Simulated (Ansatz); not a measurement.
# CH3AlFNS: rigid torsion scan from a Python script

A script is to give a rigid torsion scan; the system is CH3AlFNS.

Program: Ansatz 0.2.0, driven from Python. Level of theory: PBE/6-31G*. These are calculated values, not measurements.

## (1) The structure

Bond lengths: N1–C2 1.449 Å, C2–F3 1.354 Å, C2–Al4 1.892 Å, C2–S5 1.818 Å, Al4–S5 2.301 Å, N1–H6 0.981 Å, N1–H7 1.076 Å, Al4–H8 1.591 Å. Angles: N1–C2–F3 112.0°, N1–C2–Al4 120.5°, N1–C2–S5 115.9°, F3–C2–Al4 115.3°, F3–C2–S5 112.0°, Al4–C2–S5 76.6°, C2–N1–H6 111.5°, C2–N1–H7 107.3°, H6–N1–H7 106.6°, C2–Al4–S5 50.3°, C2–Al4–H8 138.9°, S5–Al4–H8 149.6°, C2–S5–Al4 53.1°.

No structure file is read: the coordinates are typed or built in the script.

## (2) The script

ch3alfns_torsion.py reads:

```python
# -*- coding: utf-8 -*-
import ansatz as az
from ase import Atoms

BASIS_SET = "6-31G*"
XC = "pbe"
FORCE_TOL = 0.02

atoms = Atoms(["N", "C", "F", "Al", "S", "H", "H", "H"], positions=[
    (0.0322, 0.4987, 1.3363),
    (0.4488, 0.3026, -0.0379),
    (1.7874, 0.1286, -0.1411),
    (-0.595, -0.7439, -1.219),
    (-0.1757, 1.5181, -1.2373),
    (0.144, -0.3188, 1.8666),
    (-1.0219, 0.7146, 1.3228),
    (-0.5277, -2.157, -1.9462),
])

first = (
    az.Crystal.molecule_from_ase(atoms).calculation()
    .basis(gaussian=BASIS_SET)
    .functional(XC)
    .relax(force_tolerance=FORCE_TOL, max_steps=80)
)
atoms.positions = first.run(threads=1, pin="off").report["positions_ang"]

start = atoms.get_dihedral(2, 1, 0, 5)
energies = {}
for turn in range(0, 360, 30):
    turned = atoms.copy()
    turned.set_dihedral(2, 1, 0, 5, start + turn, indices=[0, 5, 6])
    job = (
        az.Crystal.molecule_from_ase(turned).calculation()
        .basis(gaussian=BASIS_SET)
        .functional(XC)
    )
    energies[round((start + turn) % 360)] = job.run(threads=1, pin="off").report["free_energy_ev"]
floor = min(energies.values())
print("dihedral F2-C1-N0-H5 (deg)   E - E(min) (kJ/mol)")
for angle, e in sorted(energies.items()):
    print(f"{angle:8d} {96.485332 * (e - floor):14.3f}  " + "#" * int(30 * (e - floor) / max(max(energies.values()) - floor, 1e-9)))
```

## (3) The calls as engine input

The package turns the script's settings into the engine's input (first run):

```yaml
crystal:
  periodic: [false, false, false]
  atoms:
    - { symbol: "N", position_ang: [0.0322, 0.4987, 1.3363] }
    - { symbol: C, position_ang: [0.4488, 0.3026, -0.0379] }
    - { symbol: F, position_ang: [1.7874, 0.1286, -0.1411] }
    - { symbol: Al, position_ang: [-0.595, -0.7439, -1.219] }
    - { symbol: S, position_ang: [-0.1757, 1.5181, -1.2373] }
    - { symbol: H, position_ang: [0.144, -0.3188, 1.8666] }
    - { symbol: H, position_ang: [-1.0219, 0.7146, 1.3228] }
    - { symbol: H, position_ang: [-0.5277, -2.157, -1.9462] }
basis:
  gaussian:
    orbitals: "6-31G*"
hamiltonian:
  xc: pbe
relax:
  f_tol: 0.02
  max_steps: 80
```

## (4) Running it

On the command line:

```sh
$ python ch3alfns_torsion.py
```

Without the output at hand: what should come out? Wanted: range of energy; lowest point, turn.

The runs gave:

```
              quantity     value
         runs compared        12
       range of energy  0.102 eV
lowest point, turn (°)       240
```

The lowest point lies at a turn of 240°, the highest 0.102 eV (9.9 kJ/mol) above it at 300°. The grid can miss the true lowest and highest points, and the rest of the molecule is held rigid. Run 0: The relaxation took 9 moves; the largest shift is 0.494 Å, of atom 8 (H). The scan is rigid and the energies are electronic, in a modest basis. With rigid groups the curve can differ much from the relaxed path, the start wasn't checked as a minimum of this torsion, and equivalent turns needn't return to the same energy.
